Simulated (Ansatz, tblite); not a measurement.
# InH2Et (C₂H₇In): a ladder of methods and basis sets

Aim: run the singlet of InH2Et (C₂H₇In) at one geometry on many levels, and compare frontier levels, spin and run time.

The runs use Ansatz 0.2.0, Gaussian basis; as each input shows.

The runs, in order: GFN1-xTB, GFN2-xTB, PBE-D4/def2-TZVP, r2SCAN-D4/def2-TZVP, ωB97X-V/def2-TZVP, revPBE-D4/def2-TZVP, B2PLYP/def2-TZVP, PBE-D4/def2-SVP, PBE0-D4/def2-SVP, CCSD(T)/def2-TZVP, RPA/def2-TZVP.

2 further runs of the same task are left out: 2 set aside as unsound or not needed.

### 1 The relaxed structure

The geometry is that of the singlet, from an earlier relaxation (r2SCAN-D4/def2-SVP).

10 atoms, charge 0, spin multiplicity 1.

Bond lengths: C1–C2 1.527 Å, C1–In3 2.184 Å, C1–H6 1.105 Å, C1–H7 1.106 Å, C2–H8 1.105 Å, C2–H9 1.103 Å, C2–H10 1.103 Å, In3–H4 1.740 Å, In3–H5 1.738 Å. Angles: C2–C1–In3 115.7°, C2–C1–H6 111.2°, C2–C1–H7 111.2°, In3–C1–H6 106.5°, In3–C1–H7 106.5°, H6–C1–H7 105.1°, C1–C2–H8 112.0°, C1–C2–H9 112.0°, C1–C2–H10 112.0°, H8–C2–H9 106.9°, H8–C2–H10 107.0°, H9–C2–H10 106.6°, C1–In3–H4 120.2°, C1–In3–H5 120.6°, H4–In3–H5 119.2°.

In takes a core potential in the def2 sets. No spin-orbit coupling is included.

PBE0-D4/def2-TZVP was run before; its log isn't repeated, and its numbers join the tables.

### 2 GFN1-xTB

Tight binding, by tblite at 300 K electronic temperature and without a spin-polarisation term:

```python
tblite.interface.Calculator('GFN1-xTB', numbers, positions, charge=0, uhf=0).singlepoint()
```

Energy -258.2371 eV, HOMO -10.52 eV, LUMO -4.77 eV; 0.005 s.

### 3 GFN2-xTB

Tight binding, by tblite at 300 K electronic temperature and without a spin-polarisation term:

```python
tblite.interface.Calculator('GFN2-xTB', numbers, positions, charge=0, uhf=0).singlepoint()
```

Energy -245.0005 eV, HOMO -10.45 eV, LUMO -6.33 eV; 0.003 s.

### 4 PBE-D4/def2-TZVP

start.molden holds the orbitals of an earlier run on this state, given as this run's starting guess.

in.yaml reads:

```yaml
crystal:
  periodic: [false, false, false]
  atoms:
    - {symbol: C, position_ang: [-0.492723, -0.233868, 0.447839]}
    - {symbol: C, position_ang: [-0.270111, -1.120325, -0.775229]}
    - {symbol: In, position_ang: [0.747652, 1.559949, 0.556051]}
    - {symbol: H, position_ang: [1.906195, 1.899455, -0.696886]}
    - {symbol: H, position_ang: [0.598012, 2.660714, 1.893318]}
    - {symbol: H, position_ang: [-1.542529, 0.107153, 0.508871]}
    - {symbol: H, position_ang: [-0.317271, -0.793725, 1.385007]}
    - {symbol: H, position_ang: [-0.928796, -2.007517, -0.767747]}
    - {symbol: H, position_ang: [-0.467448, -0.581690, -1.717026]}
    - {symbol: H, position_ang: [0.767031, -1.490136, -0.834218]}
basis:
  gaussian: {orbitals: def2-TZVP, initial_orbitals: start.molden}
hamiltonian: {xc: pbe, dispersion: d4}
scf: {omitted_lower_state_checks: [starts]}
output: {forces: true, orbitals: {seedname: orbitals}}
```

Run with:

```console
$ ansatz run in.yaml --threads 2 --pin off --events-out ev --progress --plain --max-ram 4352MiB
```

The runs that follow: r2SCAN-D4/def2-TZVP; ωB97X-V/def2-TZVP; revPBE-D4/def2-TZVP; B2PLYP/def2-TZVP; PBE-D4/def2-SVP; PBE0-D4/def2-SVP; CCSD(T)/def2-TZVP; RPA/def2-TZVP.

**Question.** What will the summary of the whole plan be? Wanted: gap in def2-TZVP, named functionals, smallest and largest; correlation energy, CCSD(T)/def2-TZVP; binding an atom, CCSD(T)/def2-TZVP; PBE0 total energy, smallest basis above largest.

**Answer**, as computed:

| quantity | value |
| --- | --- |
| gap in def2-TZVP, named functionals, smallest and largest | 3.67 eV (PBE-D4), 9.52 eV (ωB97X-V) |
| correlation energy, CCSD(T)/def2-TZVP | -18.85 eV |
| binding an atom, CCSD(T)/def2-TZVP | 3.204 eV |
| PBE0 total energy, smallest basis above largest | 2.56 eV (def2-SVP, def2-TZVP) |

What this shows: Orbital gaps of the named functionals in def2-TZVP span 3.67 eV (PBE-D4) to 9.52 eV (ωB97X-V); exact exchange widens it. The functionals in def2-TZVP miss CCSD(T)/def2-TZVP by +0.065 (revPBE-D4) to +0.129 eV (PBE-D4) an atom. The reference is CCSD(T) in one finite basis, so it carries an error of its own, often a tenth of an eV or more, and near misses can't be ranked.
